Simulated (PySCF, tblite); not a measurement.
# C₅H₇F₃OSi: geometry, infrared bands and NMR shifts

Aim: predict the infrared bands and NMR shifts of C₅H₇F₃OSi (`FC(F)(F)O[C@H]1C=CC[SiH2]1`).

Computed with tblite 0.8.0 and PySCF 2.14.0, with density-fitted response routines of our own, on a single molecule in the gas phase. Atoms are numbered from 0 throughout.

## Step 1: The starting structure

17 atoms, charge 0, multiplicity 1; geometry from: force field or distance geometry start.

Bonds of the start (Å): F0–C1 1.34, C1–F2 1.34, C1–F3 1.35, C1–O4 1.41, O4–C5 1.43, C5–C6 1.51, C6–C7 1.34, C7–C8 1.50, C8–Si9 1.91, Si9–C5 1.97, C5–H10 1.10, C6–H11 1.09, C7–H12 1.09, C8–H13 1.10, C8–H14 1.09, Si9–H15 1.50, Si9–H16 1.49.

## Step 2: Geometry optimisation with GFN2-xTB

The job: settings as JSON, then the geometry in Å.

```
{"job": {"kind": "relax", "xc": "GFN2-xTB", "basis": "xTB"}, "charge": 0, "multiplicity": 1}
F      2.421100     1.489600     0.840200
C      2.690900     0.258500     0.382700
F      3.136700     0.329000    -0.878300
F      3.674200    -0.264000     1.144400
O      1.554200    -0.576500     0.472800
C      0.442300     0.005600    -0.221400
C     -0.424200    -1.136100    -0.706800
C     -1.712200    -1.187400    -0.332500
C     -2.263200    -0.108000     0.555300
Si    -0.801100     1.071500     0.872100
H      0.757700     0.598500    -1.088000
H      0.009700    -1.905000    -1.337700
H     -2.373400    -1.997600    -0.651800
H     -3.079500     0.425000     0.051700
H     -2.632100    -0.517900     1.498600
H     -0.393100     1.106600     2.311800
H     -1.015000     2.420300     0.270200
```

Started as:

```sh
$ OMP_NUM_THREADS=1 python probes_run.py task.json out
```

The driver reads the jobs from task.json and runs them one after another.

**Question.** This job is followed by: GFN2-xTB harmonic vibrations, gas phase; GIAO PBE0/pcSseg-1 NMR shielding, non-relativistic, gas phase. Predict these results of the whole session: strongest single infrared mode (GFN2-xTB); zero-point energy (GFN2-xTB); 13C shifts against TMS (PBE0/pcSseg-1); 1H shifts against TMS (PBE0/pcSseg-1); 19F shifts against CFCl3 (PBE0/pcSseg-1, means over atoms taken as alike); 17O shifts against H2O (PBE0/pcSseg-1); 29Si shifts against TMS (PBE0/pcSseg-1).

The runs gave:

| quantity | value |
| --- | --- |
| strongest single infrared mode (GFN2-xTB) | 1265 cm⁻¹, 714 km/mol |
| zero-point energy (GFN2-xTB) | 69.1 kcal/mol |
| 13C shifts against TMS (PBE0/pcSseg-1) | 145.3, 138.2, 130.6, 79.4, 17.5 ppm |
| 1H shifts against TMS (PBE0/pcSseg-1) | 6.44, 6.32, 5.21, 4.53, 4.50, 1.94, 1.75 ppm |
| 19F shifts against CFCl3 (PBE0/pcSseg-1, means over atoms taken as alike) | -74.8 ppm |
| 17O shifts against H2O (PBE0/pcSseg-1) | 121.3 ppm |
| 29Si shifts against TMS (PBE0/pcSseg-1) | -28.1 ppm |

What this shows: The optimisation took 92 steps and gained 0.354 eV; among the close pairs (by a distance rule), C1–O4 changed most, from 1.413 to 1.300 Å. No mode is imaginary among the 45: a minimum at this level. The strongest single mode, at 1265 cm⁻¹, moves mainly C1 and O4. GFN2-xTB is a fitted tight-binding method: band positions and strengths are rough. Its intensities can rank the bands wrongly.
